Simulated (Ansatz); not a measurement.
Crystal: TaF3.

```xyz
4
Lattice="3.9012 0.0000 0.0000 0.0000 3.9012 0.0000 0.0000 0.0000 3.9012" Properties=species:S:1:pos:R:3 pbc="T T T"
Ta    0.0000    0.0000    0.0000
F     0.0000    0.0000    1.9506
F     0.0000    1.9506    0.0000
F     1.9506    0.0000    0.0000
```

| Item | Value |
| --- | --- |
| Program | Ansatz 0.2.0 |
| Task | relaxation of cell and atoms |
| Functional | PBE |
| Potentials or basis | Ansatz PAW |
| Cutoff | 420 eV (not typed: the program's choice for these potentials) |
| k mesh | 7 × 7 × 7 |
| Occupations | fermi-dirac, width 0.05 eV |
| Spin | no spin polarisation |
| Hubbard terms | Ta d U = 3 eV |

At the start: volume 14.84 Å³/atom.

**Question.** How do energy, volume and symmetry change on relaxing?

**Answer.** It ends after 10 steps and the volume is 17.78 Å³/atom (+19.8 %); space group Pm-3m (No. 221, to 0.05 Å).

Step by step:
| step | energy change (eV) | largest force (eV/Å) | volume (Å³) |
| --- | --- | --- | --- |
| 1 | 0.0000 | 0.0000 | 59.37 |
| 2 | -0.7283 | 0.0000 | 68.32 |
| 3 | -0.7340 | 0.0000 | 69.33 |
| 4 | -0.7337 | 0.0000 | 69.53 |
| 5 | -0.8311 | 0.0000 | 69.53 |
| 6 | -0.8376 | 0.0000 | 70.76 |
| 7 | -0.8369 | 0.0000 | 71.06 |
| 8 | -0.8426 | 0.0000 | 71.06 |
| 9 | -0.8425 | 0.0000 | 71.10 |
| 10 | -0.8426 | 0.0000 | 71.10 |

Final structure:
```
Ta F
1.0
     4.14285    0.00000    0.00000
     0.00000    4.14285    0.00000
     0.00000    0.00000    4.14285
Ta F
1 3
Cartesian
  0.0000 0.0000 0.0000
  0.0000 0.0000 2.0714
  0.0000 2.0714 0.0000
  2.0714 0.0000 0.0000
```

Caveat: the electronic state changed during the relaxation; the volume moved by over 15 % at a fixed basis, so the end points are rough; the plane-wave basis is chosen anew once the cell has moved, so the energies of steps on either side of that aren't comparable; the pressure holds a Pulay correction of +0.5 GPa for the finite cutoff; U without spin polarisation on a metal has little footing.
